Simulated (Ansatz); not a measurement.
# KF: a single-point run

Aim: a sound single-point run of KF. The structure is shown as the input types it.

Program: Ansatz 0.2.0. Level of theory: density functional or hybrid calculation with the settings of its input, plane waves (as first typed). These are calculated values, not measurements.

2 further runs of the same task are left out: 1 for a known fault of the program, 1 that didn't finish.

**1. Starting point**

It takes space group Fm-3m (No. 225, cubic). Conventional cell: a = 5.318 Å, b = 5.318 Å, c = 5.318 Å, α = 90.00°, β = 90.00°, γ = 90.00°. K (site symmetry m-3m) has 6 F at 2.66 Å as nearest neighbours. F (site symmetry m-3m) is surrounded by 6 K at 2.66 Å.

As a file:

```cif
data_structure
_symmetry_space_group_name_H-M 'Fm-3m'
_symmetry_Int_Tables_number 225
_cell_length_a 5.3179
_cell_length_b 5.3179
_cell_length_c 5.3179
_cell_angle_alpha 90.000
_cell_angle_beta 90.000
_cell_angle_gamma 90.000
_cell_volume 150.39
loop_
_atom_site_label
_atom_site_type_symbol
_atom_site_symmetry_multiplicity
_atom_site_Wyckoff_symbol
_atom_site_fract_x
_atom_site_fract_y
_atom_site_fract_z
_atom_site_occupancy
K1 K 4 a 0.00000 0.00000 0.00000 1
F1 F 4 b 0.50000 0.00000 0.00000 1
```

**2. The run**

input.yaml

```yaml
crystal:
  lattice:
    - [0.0, 2.6589566634, 2.6589566634]
    - [2.6589566634, 0.0, 2.6589566634]
    - [2.6589566634, 2.6589566634, 0.0]
  atoms:
    - { symbol: K, position: [0.0, 0.0, 0.0] }
    - { symbol: F, position: [0.5, 0.5, 0.5] }
kpoints:
  mp_grid: { grid: [2, 4, 6] }
hamiltonian:
  xc: r2scan
scf:
  occupations: { method: fixed }
  n_extra_bands: 4
output:
  forces: true
  stress: true
  eigenvalues: true
```

On the command line:

```sh
> ansatz run input.yaml --threads 4 --pin off --max-ram 3686MiB --backend cpu --events-out ev --progress --plain --runs-dir out
```

Q: Will this input give a usable result? If not, why, and what should change?

The program finished normally, with warnings (symmetry narrowed by mesh). Its log warns: «crystal.symmetry: narrowed to the stabiliser of the k-point mesh — unitary ops 48 → 4; excluded 44 operations that carry a point of the 2×4×6 mesh (shift [0, 0 ...»

In the input, kpoints.mp_grid.grid is [2, 4, 6]. The mesh has lower symmetry than the crystal, so equivalent directions are sampled differently.

Run again and compare: set kpoints.mp_grid.grid to [6, 6, 6].
